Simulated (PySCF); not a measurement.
# C₃H₆F₂O₃S: a tour of settings

Aim: see how C₃H₆F₂O₃S (`CS(=O)(=O)COC(F)F`) answers to the choice of functional, basis, grid and SCF options.

The runs use PySCF 2.14.0, with density-fitted response routines of our own; the level of theory stands in each step. All values are computed, except where a source is named. Atoms are numbered from 0 throughout.

### Step 1. The molecule as given

15 atoms, charge 0, multiplicity 1; geometry from: GFN2-xTB.

Bonds of the start (Å): C0–S1 1.80, S1–O2 1.43, S1–O3 1.44, S1–C4 1.85, C4–O5 1.40, O5–C6 1.36, C6–F7 1.35, C6–F8 1.35, C0–H9 1.08, C0–H10 1.08, C0–H11 1.08, C4–H12 1.09, C4–H13 1.09, C6–H14 1.10.

### Step 2. NMR shieldings: PBE0/pcSseg-1

Job settings and geometry (Å):

```
{"job": {"kind": "nmr", "xc": "PBE0", "basis": "pcSseg-1"}, "charge": 0, "multiplicity": 1}
C     -1.708374     0.197435     0.872577
S     -0.968177     0.420488    -0.757993
O     -1.956566     0.191353    -1.771510
O     -0.237035     1.655735    -0.796582
C      0.284706    -0.935409    -0.893893
O      1.110186    -0.939911     0.236243
C      1.894270     0.154067     0.442258
F      3.135175    -0.257403     0.759146
F      1.451999     0.832193     1.524125
H     -2.151221    -0.788791     0.904170
H     -2.469169     0.961029     0.978119
H     -0.940209     0.321654     1.623786
H     -0.233927    -1.890320    -0.914438
H      0.834505    -0.770746    -1.824483
H      1.949423     0.856615    -0.403437
```

Method: GIAO PBE0/pcSseg-1 NMR shielding, non-relativistic, gas phase.

Launch:

```bash
> OMP_NUM_THREADS=1 python probes_run.py task.json out
```

One launch serves the whole session: the jobs run in the order shown.

What it wrote:

```text
coarse grid: 14032 points
cycle   1  E = -940.1963740605  dE =  2.125e+00  |g| = 1.396e+00  |ddm| = 3.594e+00
cycle   2  E = -939.4065847023  dE =  7.898e-01  |g| = 2.519e+00  |ddm| = 2.858e+00
cycle   3  E = -940.5248314528  dE = -1.118e+00  |g| = 2.646e-01  |ddm| = 2.116e+00
cycle   4  E = -940.5369580773  dE = -1.213e-02  |g| = 1.094e-01  |ddm| = 2.667e-01
cycle   5  E = -940.5389635096  dE = -2.005e-03  |g| = 2.067e-02  |ddm| = 7.054e-02
cycle   6  E = -940.5390442970  dE = -8.079e-05  |g| = 6.205e-03  |ddm| = 1.856e-02
cycle   7  E = -940.5390506487  dE = -6.352e-06  |g| = 2.032e-03  |ddm| = 4.624e-03
final grid: 134440 points
cycle   8  E = -940.6398675297  dE = -3.380e-05  |g| = 1.467e-02  |ddm| = 2.748e-02
cycle   9  E = -940.6398162315  dE =  5.130e-05  |g| = 2.224e-02  |ddm| = 2.388e-02
cycle  10  E = -940.6399058289  dE = -8.960e-05  |g| = 2.584e-03  |ddm| = 1.556e-02
cycle  11  E = -940.6399070177  dE = -1.189e-06  |g| = 3.525e-04  |ddm| = 1.981e-03
cycle  12  E = -940.6399070304  dE = -1.270e-08  |g| = 2.258e-04  |ddm| = 3.862e-04
cycle  13  E = -940.6399070395  dE = -9.163e-09  |g| = 5.078e-05  |ddm| = 1.908e-04
cycle  14  E = -940.6399070399  dE = -3.699e-10  |g| = 2.048e-05  |ddm| = 4.931e-05
converged SCF energy = -940.6399070399

GIAO shielding tensors (ppm)
atom      isotropic    diamagn.    paramagn.     s11        s22        s33       span
  0 C      143.074     257.145    -114.071    114.804    125.450    188.968     74.164
  1 S      196.010    1052.627    -856.616     49.968    196.310    341.752    291.784
  2 O      121.786     396.628    -274.841     59.655    103.714    201.989    142.334
  3 O      124.420     402.845    -278.424     61.153    128.632    183.477    122.324
  4 C       97.360     253.903    -156.542     78.314     87.546    126.220     47.906
  5 O      223.851     399.519    -175.668    141.752    244.116    285.686    143.934
  6 C       61.451     240.713    -179.263     44.068     68.983     71.301     27.233
  7 F      267.131     468.094    -200.963    175.712    288.927    336.755    161.042
  8 F      265.594     475.231    -209.638    166.122    279.398    351.262    185.140
  9 H       29.425      30.828      -1.402     26.572     26.910     34.794      8.221
 10 H       28.852      28.565       0.286     26.337     26.531     33.687      7.350
 11 H       28.350      32.444      -4.094     23.636     29.469     31.946      8.310
 12 H       27.024      30.803      -3.780     23.639     27.077     30.355      6.716
 13 H       27.189      30.525      -3.337     23.459     27.143     30.963      7.504
 14 H       24.752      29.216      -4.463     20.469     26.389     27.399      6.930
```

Run time: 42 s. Hardware: 1 thread of Intel Xeon Platinum 8488C, shared host; peak memory 0.84 GiB.

Shifts follow as δ = σ(reference) − σ, with reference shieldings (ppm) from runs at the same level and on the same kind of geometry: 1H TMS 31.72, 13C TMS 186.9, 19F CFCl3 170.9, 17O H2O 336.1, 33S CS2 504. The references are single molecules in the gas phase, so shifts against H2O, NH3, PH3, H3PO4 or CFCl3 are not on the usual liquid scales and can be off by tens of ppm. Atoms listed in one row are averaged.

| atoms | environment | σ (ppm) | δ (ppm) | δ scaled to CDCl3 |
| --- | --- | --- | --- | --- |
| C6 | sp3 CH bonded to 2 F and O | 61.5 | 125.5 | 120.5 |
| C4 | sp3 CH2 bonded to O and S | 97.4 | 89.6 | 81.1 |
| C0 | methyl carbon bonded to S | 143.1 | 43.9 | 36.5 |
| H14 | hydrogen on an sp3 CH bonded to 2 F and O | 24.75 | 6.96 | 6.67 |
| H12, H13 | hydrogen on an sp3 CH2 bonded to O and S | 27.11 | 4.61 | 4.45 |
| H9, H10, H11 | hydrogen on a methyl carbon bonded to S | 28.88 | 2.84 | 2.78 |
| S1 | sulfone sulfur | 196 | 308 | – |
| O2, O3 | S=O oxygen | 123.1 | 213.0 | – |
| O5 | ether oxygen | 223.9 | 112.2 | – |
| F7, F8 | fluorine of a CF2 group | 266.4 | -95.4 | – |

The scaled column applies a straight-line fit of computed shieldings to shifts measured in CDCl3, with any fitted terms for Cl, Br or S neighbours, and one for carbons that bear F (root-mean-square error 0.16 ppm for H, 1.9 ppm for C).

The run also stored atomic charges by several schemes (e):

| atoms | Mulliken | IAO | Hirshfeld | ESP fit |
| --- | --- | --- | --- | --- |
| C0 | -0.36 | -0.64 | -0.12 | -0.67 |
| S1 | 0.87 | 1.97 | 0.51 | 1.10 |
| O2, O3 | -0.53 | -0.89 | -0.31 | -0.54 |
| C4 | -0.06 | -0.26 | 0.00 | -0.43 |
| O5 | -0.48 | -0.36 | -0.13 | -0.22 |
| C6 | 0.68 | 0.60 | 0.20 | 0.48 |
| F7, F8 | -0.28 | -0.30 | -0.10 | -0.22 |

Mayer bond orders: C0–S1 0.88, S1–O2 1.75, S1–O3 1.70, S1–C4 0.82, C4–O5 0.90, O5–C6 1.00, C6–F7 1.01, C6–F8 0.97.

### Step 3. Ultraviolet spectrum: PBE0/def2-SVPD

The job, as its differences from that of step 2:

```diff
@@ -1,2 +1,2 @@
-{"job": {"kind": "nmr", "xc": "PBE0", "basis": "pcSseg-1"}, "charge": 0, "multiplicity": 1}
+{"job": {"kind": "uv", "xc": "PBE0", "basis": "def2-SVPD", "nstates": 6, "ntriplets": 2}, "charge": 0, "multiplicity": 1}
 C     -1.708374     0.197435     0.872577
```

Level: TDDFT PBE0/def2-SVPD, vertical, gas phase, core orbitals frozen in the response.

What it wrote:

```text
coarse grid: 14032 points
cycle   1  E = -939.7666335897  dE =  2.051e+00  |g| = 1.317e+00  |ddm| = 5.206e+00
cycle   2  E = -938.9760728432  dE =  7.906e-01  |g| = 2.441e+00  |ddm| = 3.822e+00
cycle   3  E = -940.0779106088  dE = -1.102e+00  |g| = 2.573e-01  |ddm| = 2.689e+00
cycle   4  E = -940.0897579880  dE = -1.185e-02  |g| = 1.032e-01  |ddm| = 3.945e-01
cycle   5  E = -940.0916648731  dE = -1.907e-03  |g| = 2.068e-02  |ddm| = 1.035e-01
cycle   6  E = -940.0917495430  dE = -8.467e-05  |g| = 5.715e-03  |ddm| = 2.882e-02
cycle   7  E = -940.0917550672  dE = -5.524e-06  |g| = 1.989e-03  |ddm| = 6.871e-03
final grid: 134440 points
cycle   8  E = -940.2188873467  dE = -3.775e-05  |g| = 1.332e-02  |ddm| = 9.987e-02
cycle   9  E = -940.2188421396  dE =  4.521e-05  |g| = 2.029e-02  |ddm| = 3.374e-02
cycle  10  E = -940.2189217969  dE = -7.966e-05  |g| = 2.529e-03  |ddm| = 2.059e-02
cycle  11  E = -940.2189230198  dE = -1.223e-06  |g| = 3.605e-04  |ddm| = 2.894e-03
cycle  12  E = -940.2189230356  dE = -1.582e-08  |g| = 2.188e-04  |ddm| = 5.669e-04
cycle  13  E = -940.2189230447  dE = -9.091e-09  |g| = 5.304e-05  |ddm| = 2.502e-04
cycle  14  E = -940.2189230451  dE = -4.393e-10  |g| = 2.193e-05  |ddm| = 6.996e-05
converged SCF energy = -940.2189230451

Static polarisability (au): isotropic 69.424, principal 62.970 68.477 76.825

Singlet excitations
state   eV       nm        f      main configurations
  1   7.4548    166.3   0.03126   H->L+1 0.61, H->L 0.33
  2   7.7012    161.0   0.02962   H->L 0.64, H->L+1 0.34
  3   8.1113    152.9   0.01111   H-1->L+1 0.68, H-1->L 0.25
  4   8.3002    149.4   0.00834   H->L+2 0.75, H-1->L 0.09
  5   8.3240    148.9   0.00285   H-1->L 0.61, H-1->L+1 0.23, H->L+2 0.12
  6   8.4623    146.5   0.10201   H->L+3 0.36, H->L+4 0.35, H->L+5 0.09

Triplet excitations (Tamm-Dancoff, eV): 6.8892 7.5632
```

Run time: 67 s. Hardware: 1 thread of Intel Xeon Platinum 8488C, shared host; peak memory 1 GiB.

Frontier orbitals and where they lie:

| orbital | eV | atoms |
| --- | --- | --- |
| HOMO−3 | -9.96 | O2 33 %, O3 29 %, S1 14 % |
| HOMO−2 | -9.80 | O3 44 %, O2 28 %, S1 9 % |
| HOMO−1 | -9.23 | O2 46 %, O3 39 %, S1 6 % |
| HOMO | -8.63 | O2 24 %, O3 20 %, O5 14 % |
| LUMO | 0.14 | S1 18 %, C4 16 %, C0 10 % |
| LUMO+1 | 0.33 | S1 31 %, C4 14 %, C0 12 % |
| LUMO+2 | 0.76 | S1 38 %, H13 13 %, H14 6 % |

With each of the 6 states as a Gaussian band of 0.4 eV half-width at 1/e, the curve within the window shown has maxima at 162 nm (ε 2,400), 147 nm (ε 4,800) L/(mol cm). Beyond the last state computed it falls off for lack of states. The curve at chosen wavelengths:

nm, ε (L/mol/cm) and a bar:
```
      141       2510 ###############
      143       3698 #######################
      144       4193 ##########################
      146       4760 ##############################
      147       4794 ##############################
      149       4423 ############################
      150       4090 #########################
      152       3348 #####################
      153       3016 ##################
      155       2544 ###############
      157       2348 ##############
      158       2330 ##############
      160       2367 ##############
      161       2389 ##############
      163       2370 ##############
      164       2315 ##############
      166       2105 #############
      168       1786 ###########
      169       1602 #########
      171       1224 #######
      172       1043 ######
      174        721 ####
      175        585 ###
      177        368 #
      178        285 #
      180        164
```

Ground-state properties from the same run:

| property | computed |
| --- | --- |
| dipole moment (D) | 2.62 |
| polarisability (Å³) | 10.29 |
| HOMO–LUMO gap (eV) | 8.76 |
| −ε(HOMO) (eV) | 8.63 |

### Step 4. NMR shieldings: BHandHLYP/ANO-RCC-VDZP

The job, as its differences from that of step 3:

```diff
@@ -1,2 +1,2 @@
-{"job": {"kind": "uv", "xc": "PBE0", "basis": "def2-SVPD", "nstates": 6, "ntriplets": 2}, "charge": 0, "multiplicity": 1}
+{"job": {"kind": "nmr", "xc": "BHandHLYP", "basis": "ANO-RCC-VDZP", "pop": false, "scf": {"conv": 1e-08}}, "charge": 0, "multiplicity": 1}
 C     -1.708374     0.197435     0.872577
```

Method: GIAO BHandHLYP/ANO-RCC-VDZP NMR shielding, non-relativistic, gas phase.

What it wrote:

```text
final grid: 134440 points
cycle   1  E = -940.7232740277  dE =  2.323e+00  |g| = 1.337e+00  |ddm| = 5.485e+00
cycle   2  E = -940.4243561402  dE =  2.989e-01  |g| = 1.876e+00  |ddm| = 2.374e+00
cycle   3  E = -941.0711929452  dE = -6.468e-01  |g| = 1.616e-01  |ddm| = 1.438e+00
cycle   4  E = -941.0754310802  dE = -4.238e-03  |g| = 7.279e-02  |ddm| = 1.800e-01
cycle   5  E = -941.0764301246  dE = -9.990e-04  |g| = 1.131e-02  |ddm| = 5.930e-02
cycle   6  E = -941.0764556199  dE = -2.550e-05  |g| = 3.379e-03  |ddm| = 1.243e-02
cycle   7  E = -941.0764579844  dE = -2.364e-06  |g| = 1.246e-03  |ddm| = 3.802e-03
cycle   8  E = -941.0764582671  dE = -2.827e-07  |g| = 5.117e-04  |ddm| = 1.386e-03
cycle   9  E = -941.0764583219  dE = -5.483e-08  |g| = 1.216e-04  |ddm| = 5.271e-04
cycle  10  E = -941.0764583251  dE = -3.118e-09  |g| = 5.856e-05  |ddm| = 1.485e-04
converged SCF energy = -941.0764583251

GIAO shielding tensors (ppm)
atom      isotropic    diamagn.    paramagn.     s11        s22        s33       span
  0 C      150.045     245.077     -95.032    124.420    132.424    193.292     68.872
  1 S      249.076    1065.830    -816.754    124.337    255.777    367.116    242.779
  2 O      143.123     390.074    -246.951     89.956    112.450    226.963    137.007
  3 O      140.177     397.161    -256.984     80.755    133.142    206.633    125.879
  4 C      103.615     245.002    -141.387     86.123     93.416    131.304     45.181
  5 O      242.166     391.580    -149.414    165.877    254.789    305.832    139.955
  6 C       68.701     238.400    -169.699     51.916     75.429     78.758     26.842
  7 F      295.659     465.277    -169.618    196.774    322.650    367.554    170.780
  8 F      292.121     473.412    -181.292    198.019    308.702    369.640    171.621
  9 H       29.769      30.676      -0.908     26.970     27.577     34.759      7.789
 10 H       29.340      28.715       0.625     26.990     27.160     33.870      6.880
 11 H       28.806      32.077      -3.272     24.235     30.148     32.034      7.799
 12 H       27.525      31.860      -4.335     24.395     27.475     30.707      6.311
 13 H       27.713      31.271      -3.559     24.189     27.610     31.339      7.150
 14 H       25.068      31.238      -6.169     21.130     26.555     27.520      6.389
```

It took 49 s on 1 thread of Intel Xeon Platinum 8488C, shared host; peak memory 0.79 GiB.

In short: σ C6 68.7, C4 103.6, C0 150.0, S1 249, H14 25.07, H12 27.62 ppm (means over like atoms).

### Step 5. Excited states and response: HF/6-31G

The job, as its differences from that of step 4:

```diff
@@ -1,2 +1,2 @@
-{"job": {"kind": "nmr", "xc": "BHandHLYP", "basis": "ANO-RCC-VDZP", "pop": false, "scf": {"conv": 1e-08}}, "charge": 0, "multiplicity": 1}
+{"job": {"kind": "uv", "xc": "HF", "basis": "6-31G", "nstates": 12, "ntriplets": 5, "tda": true, "grid": 3, "scf": {"conv": 1e-11}}, "charge": 0, "multiplicity": 1}
 C     -1.708374     0.197435     0.872577
```

Level: TDA HF/6-31G, vertical, gas phase, core orbitals frozen in the response.

What it wrote:

```text
final grid: 190856 points
cycle   1  E = -937.1314010314  dE =  3.122e+00  |g| = 1.218e+00  |ddm| = 4.002e+00
cycle   2  E = -937.3777844550  dE = -2.464e-01  |g| = 8.352e-01  |ddm| = 2.429e+00
cycle   3  E = -937.5156648592  dE = -1.379e-01  |g| = 9.324e-02  |ddm| = 9.538e-01
cycle   4  E = -937.5184688145  dE = -2.804e-03  |g| = 3.416e-02  |ddm| = 1.447e-01
cycle   5  E = -937.5189447022  dE = -4.759e-04  |g| = 1.221e-02  |ddm| = 6.329e-02
cycle   6  E = -937.5190080069  dE = -6.330e-05  |g| = 3.707e-03  |ddm| = 2.310e-02
cycle   7  E = -937.5190181802  dE = -1.017e-05  |g| = 1.052e-03  |ddm| = 1.409e-02
cycle   8  E = -937.5190186377  dE = -4.575e-07  |g| = 5.135e-04  |ddm| = 2.299e-03
cycle   9  E = -937.5190187440  dE = -1.064e-07  |g| = 1.093e-04  |ddm| = 1.160e-03
cycle  10  E = -937.5190187514  dE = -7.310e-09  |g| = 4.244e-05  |ddm| = 3.326e-04
cycle  11  E = -937.5190187519  dE = -5.805e-10  |g| = 1.347e-05  |ddm| = 7.284e-05
cycle  12  E = -937.5190187520  dE = -9.231e-11  |g| = 4.955e-06  |ddm| = 3.211e-05
cycle  13  E = -937.5190187520  dE = -6.594e-12  |g| = 1.409e-06  |ddm| = 7.639e-06
converged SCF energy = -937.5190187520

Static polarisability (au): isotropic 51.848, principal 46.793 51.132 57.617

Singlet excitations
state   eV       nm        f      main configurations
  1   9.5100    130.4   0.07845   H->L 0.47, H->L+2 0.27
  2   9.9919    124.1   0.53905   H->L 0.32, H->L+4 0.15, H->L+2 0.14
  3  10.0205    123.7   0.00707   H-1->L+2 0.22, H-1->L+4 0.14, H-1->L+5 0.08
  4  10.0962    122.8   0.00640   H->L+1 0.16, H->L+4 0.13, H->L+5 0.09
  5  10.3727    119.5   0.06349   H-1->L+2 0.15, H-2->L+4 0.12, H-2->L+5 0.09
  6  10.7945    114.9   0.02371   H-1->L 0.39, H->L+3 0.08
  7  10.8508    114.3   0.02054   H-2->L 0.35, H-2->L+1 0.12, H-2->L+3 0.11
  8  11.1175    111.5   0.08991   H->L+1 0.16, H-1->L+3 0.15
  9  11.3542    109.2   0.00231   H-3->L 0.51, H-3->L+1 0.11
 10  11.5047    107.8   0.06874   H->L+1 0.28, H->L+3 0.27
 11  11.5684    107.2   0.05842   H-1->L 0.24, H-1->L+3 0.19, H-2->L+3 0.12
 12  11.8025    105.0   0.08480   H->L+1 0.13, H->L+2 0.11, H->L+3 0.11

Triplet excitations (Tamm-Dancoff, eV): 7.6495 8.6345 8.7037 8.9068 9.2683
```

Run time: 5 s. Hardware: 1 thread of Intel Xeon Platinum 8488C, shared host; peak memory 0.5 GiB.

Key values: HOMO -12.03 eV, LUMO 4.24 eV; lowest singlet 9.51 eV.

### Step 6. Shielding tensors: PW91/pcSseg-1

The job, as its differences from that of step 5:

```diff
@@ -1,2 +1,2 @@
-{"job": {"kind": "uv", "xc": "HF", "basis": "6-31G", "nstates": 12, "ntriplets": 5, "tda": true, "grid": 3, "scf": {"conv": 1e-11}}, "charge": 0, "multiplicity": 1}
+{"job": {"kind": "nmr", "xc": "PW91", "basis": "pcSseg-1", "pop": true}, "charge": 0, "multiplicity": 1}
 C     -1.708374     0.197435     0.872577
```

Method: GIAO PW91/pcSseg-1 NMR shielding, non-relativistic, gas phase.

What it wrote:

```text
coarse grid: 14032 points
cycle   1  E = -940.6266140624  dE =  2.004e+00  |g| = 1.570e+00  |ddm| = 3.653e+00
cycle   2  E = -938.3737324111  dE =  2.253e+00  |g| = 3.748e+00  |ddm| = 4.561e+00
cycle   3  E = -940.9764676308  dE = -2.603e+00  |g| = 5.638e-01  |ddm| = 3.964e+00
cycle   4  E = -941.0359176266  dE = -5.945e-02  |g| = 2.595e-01  |ddm| = 6.971e-01
cycle   5  E = -941.0471795013  dE = -1.126e-02  |g| = 7.812e-02  |ddm| = 1.966e-01
cycle   6  E = -941.0483005384  dE = -1.121e-03  |g| = 2.378e-02  |ddm| = 6.368e-02
cycle   7  E = -941.0483916406  dE = -9.110e-05  |g| = 8.310e-03  |ddm| = 1.852e-02
cycle   8  E = -941.0484038019  dE = -1.216e-05  |g| = 2.244e-03  |ddm| = 7.110e-03
cycle   9  E = -941.0484045029  dE = -7.010e-07  |g| = 1.180e-03  |ddm| = 2.405e-03
final grid: 134440 points
cycle  10  E = -941.1827837134  dE = -4.070e-05  |g| = 1.718e-02  |ddm| = 3.490e-02
cycle  11  E = -941.1825883490  dE =  1.954e-04  |g| = 3.619e-02  |ddm| = 3.712e-02
cycle  12  E = -941.1828338139  dE = -2.455e-04  |g| = 5.386e-03  |ddm| = 2.902e-02
cycle  13  E = -941.1828389475  dE = -5.134e-06  |g| = 8.258e-04  |ddm| = 4.131e-03
cycle  14  E = -941.1828390191  dE = -7.155e-08  |g| = 5.470e-04  |ddm| = 9.751e-04
cycle  15  E = -941.1828390728  dE = -5.370e-08  |g| = 1.268e-04  |ddm| = 4.717e-04
cycle  16  E = -941.1828390756  dE = -2.755e-09  |g| = 3.830e-05  |ddm| = 1.386e-04
cycle  17  E = -941.1828390758  dE = -2.890e-10  |g| = 1.226e-05  |ddm| = 3.794e-05
converged SCF energy = -941.1828390758

GIAO shielding tensors (ppm)
atom      isotropic    diamagn.    paramagn.     s11        s22        s33       span
  0 C      136.549     256.986    -120.437    107.132    117.868    184.647     77.515
  1 S      182.679    1053.357    -870.678     27.808    179.709    340.520    312.713
  2 O      103.221     397.124    -293.903     41.890     88.245    179.529    137.639
  3 O      106.101     403.432    -297.331     42.413    114.808    161.081    118.669
  4 C       88.897     254.615    -165.718     67.867     79.491    119.331     51.464
  5 O      206.325     399.919    -193.593    124.051    226.830    268.095    144.044
  6 C       50.941     241.981    -191.039     30.379     59.499     62.946     32.567
  7 F      247.976     468.233    -220.257    159.167    269.284    315.477    156.310
  8 F      246.971     475.775    -228.805    148.013    257.630    335.270    187.257
  9 H       29.320      31.063      -1.743     26.606     26.974     34.381      7.775
 10 H       28.908      28.784       0.124     26.514     26.999     33.210      6.696
 11 H       28.231      32.791      -4.559     23.677     29.608     31.409      7.732
 12 H       26.859      31.147      -4.288     23.682     27.137     29.757      6.075
 13 H       27.115      30.771      -3.656     23.520     27.114     30.712      7.192
 14 H       24.443      29.699      -5.256     20.213     26.072     27.045      6.832
```

Wall time 50 s (1 thread of Intel Xeon Platinum 8488C, shared host); peak memory 0.74 GiB.

Key values: σ C6 50.9, C4 88.9, C0 136.5, S1 183, H14 24.44, H12 26.99 ppm (means over like atoms).

### Step 7. Comparing the runs: NMR shifts

Shifts (ppm) of some atoms, chosen among heavy atoms and hydrogens apart, means over like atoms, with basis size and wall time:

| run | C6 | C4 | H14 | H12 | O2 | O5 | F7 | functions | time |
| --- | --- | --- | --- | --- | --- | --- | --- | --- | --- |
| PBE0/pcSseg-1 | 125.5 | 89.6 | 6.96 | 4.61 | 213.0 | 112.2 | -95.4 | 190 | 42 s |
| BHandHLYP/ANO-RCC-VDZP | 121.3 | 86.4 | 6.87 | 4.32 | 192.6 | 92.1 | -87.2 | 160 | 49 s |
| PW91/pcSseg-1 | 130.5 | 92.6 | 7.21 | 4.67 | 231.5 | 129.8 | -110.0 | 190 | 50 s |

### Step 8. Comparing the runs: electronic excitations

Excitations and ground-state properties, with basis size and wall time:

| run | lowest singlet (eV) | brightest (eV) | f | gap (eV) | α (Å³) | μ (D) | functions | time |
| --- | --- | --- | --- | --- | --- | --- | --- | --- |
| PBE0/def2-SVPD | 7.45 | 8.46 | 0.102 | 8.76 | 10.29 | 2.62 | 250 | 67 s |
| HF/6-31G | 9.51 | 9.99 | 0.539 | 16.27 | 7.68 | 3.53 | 97 | 5 s |

### Step 9. Summary of results

| quantity | value |
| --- | --- |
| 13C shifts against TMS (PBE0/pcSseg-1) | 125.5, 89.6, 43.9 ppm |
| 1H shifts against TMS (PBE0/pcSseg-1, means over atoms taken as alike) | 6.96, 4.61, 2.84 ppm |
| 33S shifts against CS2 (PBE0/pcSseg-1) | 308 ppm |
| 17O shifts against H2O (PBE0/pcSseg-1, means over atoms taken as alike) | 213.0, 112.2 ppm |
| 19F shifts against CFCl3 (PBE0/pcSseg-1, means over atoms taken as alike) | -95.4 ppm |
| lowest singlet (PBE0/def2-SVPD) | 7.45 eV (166 nm), f = 0.031 |
| brightest single state of those computed | state 6, 8.46 eV, f = 0.102 |
| lowest triplet | 6.89 eV |
| range of the shift of O2 | 192.6 to 231.5 ppm |
| range of the lowest singlet | 7.45 to 9.51 eV |

Single values in the summary come from the first run of each kind that ended normally (PBE0/pcSseg-1; PBE0/def2-SVPD), which need not be the best level. H14 (hydrogen on an sp3 CH bonded to 2 F and O) lies farthest downfield among hydrogen, at 6.96 ppm; its carbon carries F and O, hence the downfield position. At PBE0/pcSseg-1: Shielding is most anisotropic at S1 (span 292 ppm, paramagnetic term -857 ppm). The first singlet state (HOMO→LUMO+1 0.61, HOMO→LUMO 0.33) lies at 7.45 eV and is weak; of the 6 states computed, the strongest absorption comes from state 6 at 8.46 eV (the last computed, so partners may be missing). The lowest triplet lies 0.57 eV below the lowest singlet (triplets in Tamm-Dancoff, singlets in full TDDFT). Among the atoms with a shift in every run: In ppm, O2 (with its like atoms) moves most: its shift spreads over 38.8 ppm, from 192.6 (BHandHLYP/ANO-RCC-VDZP) to 231.5 (PW91/pcSseg-1). The lowest singlet runs from 7.45 eV (PBE0/def2-SVPD) to 9.51 eV (HF/6-31G), while the orbital gap spans 8.76 to 16.27 eV. The lowest state need not be the same one in every run. The runs solved for a few states only, so the brightest column depends on that window.
